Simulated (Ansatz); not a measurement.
# MgInN: the cost of one run

Program: Ansatz 0.2.0. Level of theory: DFT PBE, scalar-relativistic, plane waves, PAW. These are calculated values, not measurements.

2 further runs of the same task are left out: 2 set aside as unsound or not needed.

## Step 1: The starting structure

It takes space group P4/nmm (No. 129, tetragonal). Conventional cell: a = 3.589 Å, b = 3.589 Å, c = 7.331 Å, α = 90.00°, β = 90.00°, γ = 90.00°. Around Mg (site symmetry 4mm) lie 4 N at 2.09 Å. In (site symmetry 4mm) has 4 Mg at 2.91 Å and 4 N at 3.07 Å as nearest neighbours. Around N (site symmetry -4m2) lie 4 Mg at 2.09 Å.

Structure file:

```cif
data_structure
_symmetry_space_group_name_H-M 'P4/nmm:1'
_symmetry_Int_Tables_number 129
_cell_length_a 3.5893
_cell_length_b 3.5893
_cell_length_c 7.3313
_cell_angle_alpha 90.000
_cell_angle_beta 90.000
_cell_angle_gamma 90.000
_cell_volume 94.45
loop_
_atom_site_label
_atom_site_type_symbol
_atom_site_symmetry_multiplicity
_atom_site_Wyckoff_symbol
_atom_site_fract_x
_atom_site_fract_y
_atom_site_fract_z
_atom_site_occupancy
Mg1 Mg 2 c 0.00000 0.50000 0.14500 1
In1 In 2 c 0.00000 0.50000 0.66000 1
N1 N 2 a 0.00000 0.00000 0.00000 1
```

This is candidate A: EuBrO type (P4/nmm, No. 129).

(A quick probe on a coarse mesh, which set the mesh and smearing, is not shown.)

## Step 3: Coarse relaxation (candidate A)

Input file input.yaml:

```yaml
crystal:
  lattice:
    - [3.5892687666, 0.0, 0.0]
    - [0.0, 3.5892687666, 0.0]
    - [0.0, 0.0, 7.3312918361]
  atoms:
    - { symbol: Mg, position: [0.0, 0.5, 0.145] }
    - { symbol: Mg, position: [0.5, 0.0, 0.855] }
    - { symbol: In, position: [0.0, 0.5, 0.66] }
    - { symbol: In, position: [0.5, 0.0, 0.34] }
    - { symbol: "N", position: [0.0, 0.0, 0.0] }
    - { symbol: "N", position: [0.5, 0.5, 0.0] }
basis:
  ecutwfc: 420
kpoints:
  mp_grid: { grid: [6, 6, 4] }
hamiltonian:
  xc: pbe
scf:
  occupations: { method: gaussian, width: 0.1 }
  lower_state_search: "off"
output:
  forces: true
  stress: true
  eigenvalues: true
relax:
  adjacent_minimum: "off"
  f_tol: 0.04
  max_steps: 70
  cell: { stress_tol: 0.4 }
```

On the command line:

```bash
ansatz run input.yaml --threads 1 --pin off --max-ram 2560MiB --backend cpu --events-out ev --progress --plain --runs-dir out
```

Q: Estimate wall time and peak memory on 1 thread of Arm Neoverse V1, shared host.

About 87 s, with a peak of 0.41 GiB.
